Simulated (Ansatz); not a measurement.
# GeN+ (triplet): from Hartree-Fock to the top rungs, cc-pVDZ

Aim: climb from Hartree-Fock through coupled cluster and multireference methods for GeN+ (triplet) at one geometry and basis, and see what each rung misses.

The runs use Ansatz 0.2.0, Gaussian basis; cc-pVDZ, core rule «outside noble gas», up to 15 orbitals frozen.

Plan: UHF; CCSD(T) on ROHF; CCSD(T) on UHF; BCCD(T) on ROHF; CISD; CCSDT(Q) on ROHF; CCSDT(Q) on UHF; CISDTQ; CCSDTQ on ROHF; CCSDTQ on UHF; CASSCF and MRCISD+Q, 8 electrons in 8 orbitals; CASSCF and NEVPT4(SD), 8 electrons in 8 orbitals; CASSCF and NEVPT2, 8 electrons in 8 orbitals; Full CI.

6 further runs of the same task are left out: 6 set aside as unsound or not needed.

### 1 What is computed

The geometry is a PBE0/def2-TZVP stationary point (not a proven minimum) of the parent state, kept for this charge and spin. No spin-orbit coupling is included. The filled d shell of Ge may be among the frozen orbitals whatever the setting's name suggests; the logs give the count.

2 atoms, charge 1, spin multiplicity 3.

Atoms are counted from 1 here; the program's logs count them from 0.

Bond lengths: Ge1–N2 1.900 Å.

### 2 UHF

File in.yaml:

```yaml
crystal:
  periodic: [false, false, false]
  atoms:
    - {symbol: Ge, position_ang: [0.000000, 0.000000, 0.000000]}
    - {symbol: N, position_ang: [0.000000, 0.000000, 1.899700]}
basis:
  gaussian: {orbitals: cc-pVDZ}
total_charge: 1
magnetization: {spin_polarized: true, initial_magnetization: 2}
hamiltonian: {xc: hf}
output: {orbitals: {seedname: orbitals}}
```

On the command line:

```
> ansatz run in.yaml --threads 1 --pin off --events-out ev --progress --plain --max-ram 2560MiB --backend cpu
```

After this run come: CCSD(T) on ROHF; CCSD(T) on UHF; BCCD(T) on ROHF; CISD; CCSDT(Q) on ROHF; CCSDT(Q) on UHF; CISDTQ; CCSDTQ on ROHF; CCSDTQ on UHF; CASSCF and MRCISD+Q, 8 electrons in 8 orbitals; CASSCF and NEVPT4(SD), 8 electrons in 8 orbitals; CASSCF and NEVPT2, 8 electrons in 8 orbitals; Full CI.

Q: Predict the results of all the runs planned. Wanted: FCI below the RHF energy; RMP2 from FCI; UMP2 from FCI; RCCSD from FCI; RCCSD(T) from FCI; UCCSD(T) from FCI; RCCSDT(Q) from FCI; UCCSDT(Q) from FCI; NEVPT2 valence from FCI.

The runs gave:

| quantity | value |
| --- | --- |
| FCI below the RHF energy | -5.1469 eV |
| RMP2 from FCI | +1040.6 meV |
| UMP2 from FCI | +1048.6 meV |
| RCCSD from FCI | +179.6 meV |
| RCCSD(T) from FCI | +43.1 meV |
| UCCSD(T) from FCI | +42.0 meV |
| RCCSDT(Q) from FCI | +0.1 meV |
| UCCSDT(Q) from FCI | -3.2 meV |
| NEVPT2 valence from FCI | +630.3 meV |
| NEVPT4(SD) valence from FCI | +40.8 meV |
| MRCISD+Q valence from FCI | -6.2 meV |
| levels within 1 kcal/mol (43 meV) | RCCSD(T), UCCSD(T), RCCSDT, UCCSDT, RCCSDT(Q), UCCSDT(Q), RCCSDTQ, UCCSDTQ, NEVPT4(SD) valence, MRCISD+Q valence |
| T1 diagnostic | 0.030 |
| effectively unpaired electrons | 2.09 |

What this shows: RCCSD(T) misses by +43.1 meV, 0.8 % of the correlation energy. UCCSDT(Q), UCCSDTQ, MRCISD+Q valence fall below full CI: unrestricted runs freeze a spin-polarised core, another one than full CI's, and coupled cluster isn't variational. One determinant dominates. Of the multireference levels listed MRCISD+Q valence comes nearest in total energy (-6.2 meV), which doesn't show that its space is the better one. These misses are within one basis, not against nature; the frozen cores of restricted and unrestricted runs differ, which can shift their rows.
